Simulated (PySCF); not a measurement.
# H3O3Pb (Pb(OH)3-): the cost of one run

Method: several levels, as the steps say, no spin–orbit coupling; program: PySCF 2.14.0.

5 further runs of the same task are left out: 2 for a known fault of the program, 2 that didn't finish, 1 set aside as unsound or not needed.

## Step 1: Where the work starts

7 atoms, charge -1, spin multiplicity 1.

Bond lengths: Pb1–O2 2.217 Å, Pb1–O4 2.218 Å, Pb1–O6 2.217 Å, O2–H3 0.982 Å, O4–H5 0.982 Å, O6–H7 0.983 Å. Angles: O2–Pb1–O4 87.1°, O2–Pb1–O6 87.1°, O4–Pb1–O6 86.7°, Pb1–O2–H3 93.4°, Pb1–O4–H5 93.3°, Pb1–O6–H7 93.2°.

As a file:

```xyz
7
H3O3Pb
Pb    0.47876   -1.42122    0.01615
O    -0.70032   -0.00399    1.24733
H     0.06535    0.59251    1.39969
O    -0.00999   -0.13900   -1.72616
H    -0.53804    0.49038   -1.18750
O     2.21749   -0.08668    0.34707
H     1.99853    0.47986   -0.42548
```

Formal oxidation states: Pb +2. An earlier session relaxed this geometry at TPSS, Pb def2-SVP with ECP60, O def2-SVP, H def2-SVP (singlet, point group C3).

At TPSS on the finer grid: E = -420.213516 Eh, HOMO -0.11 eV, LUMO 4.43 eV, Mulliken charge on Pb1 +0.36 e, largest force component 0.024 eV/Å. 

Levels to run: PBE; HF; revPBE; M06-L; TPSS, TZVP; TPSS, x2c-SVP. Hardware: 2 threads of Arm Neoverse V1, shared host.

## Step 2: PBE

The input, run.py (the lines that set the calculation):

```python
mol = gto.M(atom='''
Pb     0.47876    -1.42122     0.01615
O     -0.70032    -0.00399     1.24733
H      0.06535     0.59251     1.39969
O     -0.00999    -0.13900    -1.72616
H     -0.53804     0.49038    -1.18750
O      2.21749    -0.08668     0.34707
H      1.99853     0.47986    -0.42548''',
    basis={'Pb': 'def2-SVP', 'O': 'def2-SVP', 'H': 'def2-SVP'},
    ecp={'Pb': 'def2-SVP'},
    charge=-1, spin=0)
mf = dft.RKS(mol, xc='PBE')
mf.grids.atom_grid = (75, 302)
mf = mf.density_fit()  # fitting sets: Pb def2-universal-JKFIT, O def2-universal-JKFIT, H def2-universal-JKFIT
mf.conv_tol = 1e-08; mf.max_cycle = 55
mf.kernel(dm0)  # dm0: the density of the relaxed state
```

Run with:

```
> OMP_NUM_THREADS=2 python run.py
```

**Question.** How long does this run take on 2 threads of Arm Neoverse V1, shared host?

About 3.6 s.
